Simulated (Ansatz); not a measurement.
## HgTe, space group I-4m2: a band structure

Program: Ansatz 0.2.0, Python API.

The script reads `hgte.xyz`:
```text
2
Lattice="-3.045603 3.045603 1.55941 3.045603 -3.045603 1.55941 3.045603 3.045603 -1.55941" Properties=species:S:1:pos:R:3 pbc="T T T"
Hg    3.04560300    0.00000000    0.77970500
Te    0.00000000    0.00000000    0.00000000
```

`bands_hgte.py`:
```python
"""Bands of HgTe along a path through the zone."""

from pathlib import Path
import sys
import warnings

import ansatz as az
import numpy as np

warnings.simplefilter("ignore", az.DeckWarning)

cell = az.Crystal.from_extxyz("hgte.xyz")

# high-symmetry points in fractions of the reciprocal vectors
path = [
    ("G", (0.0, 0.0, 0.0)),
    ("X", (-0.5, 0.5, 0.0)),
    ("M", (-0.5, 0.5, 0.5)),
    ("G", (0.0, 0.0, 0.0)),
    ("Z", (-0.31554, -0.31554, 0.31554)),
]
job = (
    cell.calculation()
    .functional(az.Functional.PBESOL)
    .basis(31 * az.Ry)
    .kpoints(8)
    .occupations("fermi_dirac", width=0.05)
    .band_structure([point for _, point in path], intervals=6)
    .scf(extra_bands=8)
    .forces()
)
try:
    done = job.run(threads=1)
except az.NonConvergedError as error:
    sys.exit(f"no convergence: {error}")
except az.RefusalError as error:
    sys.exit(f"input refused: {error}")
r = done.report

print("%-22s %14.5f eV" % ("F = E - TS", r["free_energy_ev"]))
print("%-22s %14.5f eV" % ("E", r["internal_energy_ev"]))
print("%-22s %14.5f eV" % ("Harris-Foulkes", r["harris_foulkes_ev"]))
print("%-22s %14.5f eV" % ("Fermi level", r["fermi_energy_ev"]))

lines = ["| quantity | value |", "|---|---|"]
lines.append(f"| free energy per atom | {r['free_energy_ev'] / len(done.lattice.sites):.4f} eV |")
lines.append(f"| Fermi level | {r['fermi_energy_ev']:.3f} eV |")
lines.append(f"| volume per atom | {r['setup']['cell_volume_ang3'] / len(done.lattice.sites):.3f} A^3 |")
lines.append(f"| valence electrons | {r['n_electrons']:g} |")
Path("summary.md").write_text("\n".join(lines) + "\n")

if done.unlabelled_reasons:
    print("not a label:", done.unlabelled_reasons)
else:
    print(done.training_frame().splitlines()[0], "atoms in the frame")

bands = done.band_structure()
fermi = bands.fermi_energy_ev
print(f"zero of the bands: {fermi:.3f} eV, the Fermi level found on the SCF mesh")
for spin, channel in enumerate(bands.channels):
    levels = channel.eigenvalues_ev - fermi
    crossing = [b for b in range(levels.shape[1]) if levels[:, b].min() < 0 < levels[:, b].max()]
    print(f"channel {spin}: bands that cross the Fermi level on this path:", [b + 1 for b in crossing] or "none")
    shown = crossing or sorted(np.argsort(np.abs(levels).min(axis=0))[:2])
    for k, row in zip(bands.kpoints_frac, levels[:, shown]):
        print(f"{k[0]:7.3f} {k[1]:7.3f} {k[2]:7.3f}  ", " ".join(f"{e:8.3f}" for e in row))
```

`python bands_hgte.py` gives:
```text
F = E - TS               -20569.55849 eV
E                        -20569.55362 eV
Harris-Foulkes           -20569.55849 eV
Fermi level                  10.88995 eV
2 atoms in the frame
zero of the bands: 10.890 eV, the Fermi level found on the SCF mesh
channel 0: bands that cross the Fermi level on this path: [18, 19]
  0.000   0.000   0.000     -2.482    3.389
 -0.083   0.083   0.000     -1.966    3.366
 -0.167   0.167   0.000     -1.179    3.305
 -0.250   0.250   0.000     -0.423    3.217
 -0.333   0.333   0.000      0.275    3.102
 -0.417   0.417   0.000      0.937    2.426
 -0.500   0.500   0.000      1.444    1.874
 -0.500   0.500   0.083      0.690    2.388
 -0.500   0.500   0.167     -0.466    3.084
 -0.500   0.500   0.250     -1.597    3.081
 -0.500   0.500   0.333     -2.642    3.071
 -0.500   0.500   0.417     -3.579    3.062
 -0.500   0.500   0.500     -4.372    3.059
 -0.417   0.417   0.417     -3.092    3.066
 -0.333   0.333   0.333     -1.462    3.093
 -0.250   0.250   0.250      0.149    3.078
 -0.167   0.167   0.167      0.053    3.190
 -0.083   0.083   0.083     -1.433    3.345
  0.000   0.000   0.000     -2.482    3.389
 -0.053  -0.053   0.053     -2.309    2.060
 -0.105  -0.105   0.105     -1.850   -0.174
 -0.158  -0.158   0.158     -1.283   -1.283
 -0.210  -0.210   0.210     -0.979   -0.696
 -0.263  -0.263   0.263     -1.362   -0.634
 -0.316  -0.316   0.316     -2.219   -2.126
```

`summary.md`, as written:
```text
| quantity | value |
|---|---|
| free energy per atom | -10284.7792 eV |
| Fermi level | 10.890 eV |
| volume per atom | 28.929 A^3 |
| valence electrons | 36 |
```

What to keep in mind:
- Absolute energies stand on the zero of these potentials, so only differences at equal settings mean something.
- Only differences from the Fermi energy are physical; the zero of the scale is a convention.
- Spin-orbit coupling, which matters for elements this heavy, is left out.
- The structure comes from a database of computed cells and needn't be a stable or known phase.
- Gaps and levels are Kohn-Sham values on a finite set of k-points, without spin-orbit coupling.
- Wall time of the script: 12 s on 1 thread of Arm Neoverse V2 (shared host), peak memory 0.45 GiB.
